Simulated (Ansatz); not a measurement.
# CH₄Cl₂HfOS: vertical ionisation energy

The task here is to estimate one member of a computed series from the others.

The runs use Ansatz 0.2.0, Gaussian basis; unrestricted cation, the program's frozen cores in correlated methods.

Levels to be run: UKS PBE-D4/def2-TZVPP; UKS r2SCAN-D4/def2-TZVPP; UKS PBE0-D4/def2-TZVPP; UKS B3LYP-D4/def2-TZVPP; UKS wB97X-V/def2-TZVPP; UKS wB97M-V/def2-TZVPP; UKS B2PLYP/def2-TZVPP; UHF-CCSD(T)/def2-TZVPP; UHF-MP2/def2-QZVPP; extrapolation to the limit; then −ε(HOMO) from the neutral's earlier runs with LDA (SPW92), PBE-D4, revPBE-D4, BLYP-D4, r2SCAN-D4, B97M-V, PBE0-D4, B3LYP-D4, r2SCANh-D4, r2SCAN0-D4, HSE06-D4, BHLYP-D4, CAM-B3LYP-D4, LC-ωPBE, ωB97X-V, ωB97M-V.

## The relaxed structure

The geometry comes from an earlier relaxation with PBE0-D4 in a triple-zeta def2 set; it is a stationary point, not always the lowest conformer. Hf takes the def2 core potential; no spin-orbit term is included.

SMILES `C[O][Hf]([SH])([Cl])[Cl]`, 10 atoms, charge 0, spin multiplicity 1.

Atoms are counted from 1 here; the program's logs count them from 0.

Bond lengths: C1–O2 1.396 Å, C1–H7 1.093 Å, C1–H8 1.093 Å, C1–H9 1.093 Å, O2–Hf3 1.875 Å, Hf3–S4 2.441 Å, Hf3–Cl5 2.346 Å, Hf3–Cl6 2.346 Å, S4–H10 1.346 Å. Angles: O2–C1–H7 110.0°, O2–C1–H8 109.8°, O2–C1–H9 110.0°, H7–C1–H8 108.9°, H7–C1–H9 109.1°, H8–C1–H9 108.9°, C1–O2–Hf3 173.1°, O2–Hf3–S4 106.3°, O2–Hf3–Cl5 110.0°, O2–Hf3–Cl6 110.0°, S4–Hf3–Cl5 110.3°, S4–Hf3–Cl6 110.3°, Cl5–Hf3–Cl6 110.0°, Hf3–S4–H10 91.5°.

Set-up of the first run:

in.yaml

```yaml
crystal:
  periodic: [false, false, false]
  atoms:
    - {symbol: C, position_ang: [-1.832099, 0.053551, -0.354115]}
    - {symbol: O, position_ang: [-0.465366, 0.132354, -0.080338]}
    - {symbol: Hf, position_ang: [1.342051, 0.461194, 0.296762]}
    - {symbol: S, position_ang: [2.439441, -1.718920, 0.351929]}
    - {symbol: Cl, position_ang: [2.279735, 1.801338, -1.384978]}
    - {symbol: Cl, position_ang: [1.545543, 1.526389, 2.376948]}
    - {symbol: H, position_ang: [-2.062265, 0.599677, -1.272352]}
    - {symbol: H, position_ang: [-2.124213, -0.992138, -0.480792]}
    - {symbol: H, position_ang: [-2.404866, 0.484081, 0.471106]}
    - {symbol: H, position_ang: [1.282030, -2.347537, 0.075829]}
basis:
  gaussian: {orbitals: def2-TZVPP}
total_charge: 1
magnetization: {spin_polarized: true, initial_magnetization: 1}
hamiltonian: {xc: pbe, dispersion: d4}
```

Among the steps run: Cation, UKS PBE-D4/def2-TZVPP; Cation, UKS r2SCAN-D4/def2-TZVPP; Cation, UKS PBE0-D4/def2-TZVPP; Cation, UKS B3LYP-D4/def2-TZVPP; Cation, UKS wB97X-V/def2-TZVPP; Cation, UKS wB97M-V/def2-TZVPP; Cation, UKS B2PLYP (frozen core)/def2-TZVPP; Cation, UHF-CCSD(T)/def2-TZVPP; Cation, UHF-MP2/def2-QZVPP.

One of the session's tables, all rows but one given; the rest of the session is left out.

It belongs to the step «Ionisation energies side by side». For comparison, −ε(HOMO) of the neutral from earlier runs:

| functional | −ε(HOMO) (eV) |
| --- | --- |
| LDA (SPW92) | 6.72 |
| PBE-D4 | 6.58 |
| revPBE-D4 | 6.52 |
| BLYP-D4 | 6.38 |
| r2SCAN-D4 | 6.89 |
| B97M-V | 6.94 |
| PBE0-D4 | 7.80 |
| B3LYP-D4 | 7.52 |
| r2SCANh-D4 | 7.33 |
| r2SCAN0-D4 | 8.00 |
| HSE06-D4 | 7.40 |
| BHLYP-D4 | 8.84 |
| CAM-B3LYP-D4 | ? |
| LC-ωPBE | 10.49 |
| ωB97X-V | 10.12 |
| ωB97M-V | 9.94 |

**Question.** Estimate the row for CAM-B3LYP-D4.

As computed: −ε(HOMO) (eV): 9.07. In the column «−ε(HOMO) (eV)» it lies between BHLYP-D4 (8.84) and ωB97M-V (9.94).
